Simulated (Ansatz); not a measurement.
# TiPd (Pm-3m): the equilibrium volume

At what volume is TiPd (Pm-3m) free of pressure?

Program: Ansatz 0.2.0. Level of theory: DFT PBEsol, scalar-relativistic, plane waves, PAW. These are calculated values, not measurements.

1 further run of the same task is left out (it didn't finish).

## 1. The structure to begin with

The structure is cubic, space group Pm-3m (No. 221). The conventional cell has a = 3.191 Å, b = 3.191 Å, c = 3.191 Å, α = 90.00°, β = 90.00°, γ = 90.00°. Ti (site symmetry m-3m) is surrounded by 8 Pd at 2.76 Å. Pd (site symmetry m-3m) has 8 Ti at 2.76 Å as nearest neighbours.

As a file:

```cif
data_structure
_symmetry_space_group_name_H-M 'P 1'
_symmetry_Int_Tables_number 1
_cell_length_a 3.1906
_cell_length_b 3.1906
_cell_length_c 3.1906
_cell_angle_alpha 90.000
_cell_angle_beta 90.000
_cell_angle_gamma 90.000
_cell_volume 32.48
loop_
_atom_site_label
_atom_site_type_symbol
_atom_site_fract_x
_atom_site_fract_y
_atom_site_fract_z
_atom_site_occupancy
Ti1 Ti 0.50000 0.50000 0.50000 1
Pd1 Pd 0.00000 0.00000 0.00000 1
```

## 2. At the starting volume

Input file input.yaml:

```yaml
crystal:
  lattice:
    - [3.1905648617, 0.0, 0.0]
    - [0.0, 3.1905648617, 0.0]
    - [0.0, 0.0, 3.1905648617]
  atoms:
    - { symbol: Ti, position: [0.5, 0.5, 0.5] }
    - { symbol: Pd, position: [0.0, 0.0, 0.0] }
basis:
  ecutwfc: 420
  ecutrho_ratio: 4
kpoints:
  mp_grid: { grid: [10, 10, 10] }
hamiltonian:
  xc: pbesol
scf:
  occupations: { method: gaussian, width: 0.05 }
output:
  forces: true
  stress: true
  eigenvalues: true
```

The run is started by

```sh
ansatz run input.yaml --threads 8 --pin off --max-ram 15360MiB --backend cpu --events-out ev --progress --plain --runs-dir out
```

The runs that follow: A step to a new volume; A step to a new volume.

**Question.** What will these runs give? Wanted: volume; pressure; conventional cell; gap on the mesh.

**Answer**, as computed:

```
         quantity                                                                      value
           volume                                                             15.376 Å³/atom
         pressure                                                                   0.00 GPa
conventional cell  a = 3.133 Å, b = 3.133 Å, c = 3.133 Å, α = 90.00°, β = 90.00°, γ = 90.00°
  gap on the mesh                                                               none (metal)
```

In words: Over the 3 runs shown the cell moved from 16.24 to 15.38 Å³/atom, a change of -5.3 %, where the pressure is zero within 0.01 GPa.
